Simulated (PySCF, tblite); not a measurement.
# C₆H₉O₂ radical: geometry, infrared bands and EPR parameters

What infrared bands and EPR parameters should C₆H₉O₂ radical (`[CH2]C(=O)CC(=O)CC`) show?

The runs use tblite 0.8.0 and PySCF 2.14.0, with density-fitted response routines of our own; the level of theory stands in each step. All values are computed, except where a source is named. Atoms are numbered from 0 throughout.

### Step 1. The starting structure

17 atoms, charge 0, multiplicity 2; geometry from: force field or distance geometry start.

Bonds of the start (Å): C0–C1 1.46, C1–O2 1.25, C1–C3 1.50, C3–C4 1.51, C4–O5 1.23, C4–C6 1.52, C6–C7 1.53, C0–H8 1.08, C0–H9 1.08, C3–H10 1.09, C3–H11 1.09, C6–H12 1.08, C6–H13 1.10, C7–H14 1.10, C7–H15 1.11, C7–H16 1.09.

### Step 2. Optimising the geometry with GFN2-xTB

What the job is given:

```
{"job": {"kind": "relax", "xc": "GFN2-xTB", "basis": "xTB"}, "charge": 0, "multiplicity": 2}
C     -2.374800    -1.894400    -0.585600
C     -0.981100    -1.491900    -0.749400
O     -0.085100    -2.323700    -0.509500
C     -0.672700    -0.079300    -1.163100
C     -0.122500     0.736600    -0.015000
O     -0.834800     1.578800     0.530900
C      1.311100     0.467400     0.400400
C      1.845400     1.519400     1.369200
H     -3.170400    -1.175300    -0.729300
H     -2.597800    -2.910700    -0.282300
H      0.041500    -0.104300    -1.984300
H     -1.577300     0.398200    -1.539500
H      1.934500     0.449100    -0.481800
H      1.354800    -0.520600     0.877700
H      1.795800     2.521600     0.918700
H      1.246600     1.538400     2.299500
H      2.879900     1.302700     1.633600
```

Run with:

```console
OMP_NUM_THREADS=1 python probes_run.py task.json out
```

This one command runs all jobs of the session in turn.

**Question.** This job is followed by: GFN2-xTB harmonic vibrations, gas phase; UKS B3LYP, pcH-1 on C H O, non-relativistic, mean-field spin-orbit, GIAO. What will the session give for the following? strongest single infrared mode (GFN2-xTB); zero-point energy (GFN2-xTB); g(iso) (B3LYP); ⟨S²⟩; largest a(iso) (averaged by class); potential on the surface of density 0.002 e/bohr³, 1st and 99th percentile.

**Answer**, as computed:

| quantity | value |
| --- | --- |
| strongest single infrared mode (GFN2-xTB) | 1768 cm⁻¹, 351 km/mol |
| zero-point energy (GFN2-xTB) | 84.1 kcal/mol |
| g(iso) (B3LYP) | 2.00510 |
| ⟨S²⟩ | 0.764 (exact 0.75) |
| largest a(iso) (averaged by class) | 13C on C0, 66.8 MHz |
| potential on the surface of density 0.002 e/bohr³, 1st and 99th percentile | -1.55 V and 1.33 V |

In words: The optimisation took 124 steps and gained 0.196 eV; among the close pairs (by a distance rule), C0–C1 changed most, from 1.460 to 1.408 Å. No mode is imaginary among the 45: a minimum at this level. The strongest single mode, at 1768 cm⁻¹, moves mainly C4 and O5. GFN2-xTB is a fitted tight-binding method: band positions and strengths are rough. Its intensities can rank the bands wrongly. C0 carries the largest spin population, 0.87 e. The isotropic g lies 2.8 ppt above the free-electron value. These values are for one conformer; the search (at its own cheap level) found 2 more, at 0.00, 0.90 kcal/mol (those within 0.05 may be mirror or relabelled copies), and measured spectra average over such forms.
